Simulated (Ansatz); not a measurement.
**CH₄NPSi: up Jacob's ladder to CCSD(T)**

An exercise on one series of results from a longer session: the logs are not shown, and one member is left open.

The runs use Ansatz 0.2.0, Gaussian basis; functionals in def2-TZVPP, the program's frozen cores in correlated methods.

The runs, in order: LDA (SPW92), PBE-D4, revPBE-D4, BLYP-D4, r2SCAN-D4, B97M-V, PBE0-D4, B3LYP-D4, r2SCANh-D4, r2SCAN0-D4, HSE06-D4, BHLYP-D4, CAM-B3LYP-D4, LC-ωPBE, ωB97X-V, ωB97M-V, B2PLYP, PBE-QIDH; CCSD(T)/def2-SVP; CCSD(T)/def2-TZVPP; MP2/def2-QZVPP; extrapolation to the limit; RPA on PBE.

### The geometry

All runs share one geometry, relaxed beforehand with PBE0-D4 in a triple-zeta def2 set.

8 atoms, charge 0, spin multiplicity 1.

Atoms are counted from 1 here; the program's logs count them from 0.

Bond lengths: N1–C2 1.152 Å, C2–Si3 1.850 Å, Si3–P4 2.247 Å, Si3–H5 1.481 Å, Si3–H6 1.481 Å, P4–H7 1.421 Å, P4–H8 1.422 Å. Angles: N1–C2–Si3 178.4°, C2–Si3–P4 106.8°, C2–Si3–H5 106.4°, C2–Si3–H6 107.0°, P4–Si3–H5 115.6°, P4–Si3–H6 110.1°, H5–Si3–H6 110.5°, Si3–P4–H7 92.8°, Si3–P4–H8 91.7°, H7–P4–H8 93.3°.

The first run:

Contents of in.yaml:

```yaml
crystal:
  periodic: [false, false, false]
  atoms:
    - {symbol: N, position_ang: [1.985595, -0.574503, 2.092341]}
    - {symbol: C, position_ang: [1.275009, -0.095093, 1.322614]}
    - {symbol: Si, position_ang: [0.121842, 0.626272, 0.068923]}
    - {symbol: P, position_ang: [-1.376474, -0.971536, -0.431195]}
    - {symbol: H, position_ang: [0.965818, 1.088962, -1.057142]}
    - {symbol: H, position_ang: [-0.556223, 1.774411, 0.713735]}
    - {symbol: H, position_ang: [-0.448108, -1.686508, -1.234591]}
    - {symbol: H, position_ang: [-1.875359, -0.219204, -1.530487]}
basis:
  gaussian: {orbitals: def2-TZVPP}
hamiltonian: {xc: lda}
output: {orbitals: {seedname: orbitals}}
```

Launch:

```sh
$ ansatz run in.yaml --threads 2 --pin off --events-out ev --progress --plain --max-ram 4352MiB
```

Among the steps run: LDA; PBE-D4 (GGA); revPBE-D4 (GGA); BLYP-D4 (GGA); r2SCAN-D4 (meta-GGA); B97M-V (meta-GGA); B3LYP-D4 (hybrid); r2SCANh-D4 (hybrid); r2SCAN0-D4 (hybrid); HSE06-D4 (hybrid); BHLYP-D4 (hybrid); CAM-B3LYP-D4 (range-separated); LC-ωPBE (range-separated); ωB97X-V (range-separated); ωB97M-V (range-separated); B2PLYP (double hybrid); PBE-QIDH (double hybrid).

One table of the session follows, with a row left open; its other results are not shown here.

It belongs to the step «Frontier levels by functional». 

| functional | HOMO (eV) | gap (eV) |
| --- | --- | --- |
| LDA (SPW92) | -7.26 | 5.22 |
| PBE-D4 | -7.16 | 5.35 |
| revPBE-D4 | ? | ? |
| BLYP-D4 | -7.01 | 5.35 |
| r2SCAN-D4 | -7.41 | 5.81 |
| B97M-V | -7.52 | 5.93 |
| PBE0-D4 | -8.28 | 7.40 |
| B3LYP-D4 | -8.06 | 6.98 |
| r2SCANh-D4 | -7.82 | 6.57 |
| r2SCAN0-D4 | -8.45 | 7.69 |
| HSE06-D4 | -7.89 | 6.63 |
| BHLYP-D4 | -9.27 | 9.39 |
| CAM-B3LYP-D4 | -9.55 | 9.76 |
| LC-ωPBE | -10.90 | 12.24 |
| ωB97X-V | -10.55 | 11.80 |
| ωB97M-V | -10.38 | 11.42 |

**Question.** Estimate the row for revPBE-D4.

The run gave: HOMO (eV): -7.12; gap (eV): 5.40. In the column «HOMO (eV)» it lies between PBE-D4 (-7.16) and BLYP-D4 (-7.01).
